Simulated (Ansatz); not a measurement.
# C3H6OSe: up Jacob's ladder to CCSD(T)

One table from this session's results is given with a row withheld; the runs are named, their logs left out.

The runs use Ansatz 0.2.0, Gaussian basis; functionals in def2-TZVPP, the program's frozen cores in correlated methods.

Levels to be run: LDA (SPW92), PBE-D4, revPBE-D4, BLYP-D4, r2SCAN-D4, B97M-V, PBE0-D4, B3LYP-D4, r2SCANh-D4, r2SCAN0-D4, HSE06-D4, BHLYP-D4, CAM-B3LYP-D4, LC-ωPBE, ωB97X-V, ωB97M-V, B2PLYP, PBE-QIDH; CCSD(T)/def2-SVP; CCSD(T)/def2-TZVPP; MP2/def2-QZVPP; extrapolation to the limit; RPA on PBE.

**The relaxed structure**

An earlier PBE0-D4 in a triple-zeta def2 set relaxation fixed the geometry.

11 atoms, charge 0, spin multiplicity 1.

Atoms are counted from 1 here; the program's logs count them from 0.

Bond lengths: C1–C2 1.496 Å, C1–H6 1.093 Å, C1–H7 1.090 Å, C1–H8 1.095 Å, C2–O3 1.420 Å, C2–Se5 1.990 Å, C2–H9 1.095 Å, O3–C4 1.411 Å, C4–Se5 1.972 Å, C4–H10 1.093 Å, C4–H11 1.090 Å. Angles: C2–C1–H6 110.2°, C2–C1–H7 110.8°, C2–C1–H8 109.5°, H6–C1–H7 109.1°, H6–C1–H8 108.2°, H7–C1–H8 109.0°, C1–C2–O3 112.6°, C1–C2–Se5 117.3°, C1–C2–H9 111.8°, O3–C2–Se5 93.8°, O3–C2–H9 110.8°, Se5–C2–H9 109.2°, C2–O3–C4 102.1°, O3–C4–Se5 94.8°, O3–C4–H10 112.5°, O3–C4–H11 111.8°, Se5–C4–H10 111.8°, Se5–C4–H11 114.2° and more.

Set-up of the first run:

Contents of in.yaml:

```yaml
crystal:
  periodic: [false, false, false]
  atoms:
    - {symbol: C, position_ang: [-0.907754, 0.913464, -0.975166]}
    - {symbol: C, position_ang: [0.180289, -0.013404, -0.534883]}
    - {symbol: O, position_ang: [-0.278340, -0.995853, 0.381380]}
    - {symbol: C, position_ang: [0.712782, -0.950784, 1.384719]}
    - {symbol: Se, position_ang: [1.544143, 0.709857, 0.720427]}
    - {symbol: H, position_ang: [-0.505792, 1.676552, -1.645748]}
    - {symbol: H, position_ang: [-1.371115, 1.400853, -0.116849]}
    - {symbol: H, position_ang: [-1.671411, 0.347943, -1.518587]}
    - {symbol: H, position_ang: [0.685684, -0.481939, -1.386218]}
    - {symbol: H, position_ang: [1.400122, -1.799347, 1.331097]}
    - {symbol: H, position_ang: [0.276594, -0.864341, 2.380430]}
basis:
  gaussian: {orbitals: def2-TZVPP}
hamiltonian: {xc: lda}
output: {orbitals: {seedname: orbitals}}
```

Among the steps run: LDA; PBE-D4 (GGA); revPBE-D4 (GGA); BLYP-D4 (GGA); r2SCAN-D4 (meta-GGA); B97M-V (meta-GGA); PBE0-D4 (hybrid); B3LYP-D4 (hybrid); r2SCANh-D4 (hybrid); r2SCAN0-D4 (hybrid); HSE06-D4 (hybrid); BHLYP-D4 (hybrid); CAM-B3LYP-D4 (range-separated); LC-ωPBE (range-separated); ωB97X-V (range-separated); ωB97M-V (range-separated); B2PLYP (double hybrid); PBE-QIDH (double hybrid).

One table of the session follows, with a row left open; its other results are not shown here.

It belongs to the step «Frontier levels by functional». 

| functional | HOMO (eV) | gap (eV) |
| --- | --- | --- |
| LDA (SPW92) | -5.28 | 3.23 |
| PBE-D4 | -5.15 | 3.31 |
| revPBE-D4 | -5.10 | 3.35 |
| BLYP-D4 | -5.01 | 3.26 |
| r2SCAN-D4 | -5.38 | 3.71 |
| B97M-V | -5.50 | 3.90 |
| PBE0-D4 | -6.33 | 5.42 |
| B3LYP-D4 | -6.12 | 4.95 |
| r2SCANh-D4 | -5.82 | 4.50 |
| r2SCAN0-D4 | -6.48 | 5.67 |
| HSE06-D4 | -5.93 | 4.64 |
| BHLYP-D4 | ? | ? |
| CAM-B3LYP-D4 | -7.66 | 7.81 |
| LC-ωPBE | -9.03 | 10.39 |
| ωB97X-V | -8.68 | 9.90 |
| ωB97M-V | -8.54 | 9.60 |

Q: Estimate the row for BHLYP-D4 from the others.

Worked estimate for «HOMO (eV)». Against the share of exact exchange, BLYP-D4 (0, -5.01), B3LYP-D4 (0.2, -6.12) give a slope of -5.55 per unit share; at 0.5 the line stands at -7.78.

The run gave: HOMO (eV): -7.38; gap (eV): 7.43. In «HOMO (eV)» the line misses by -0.40.
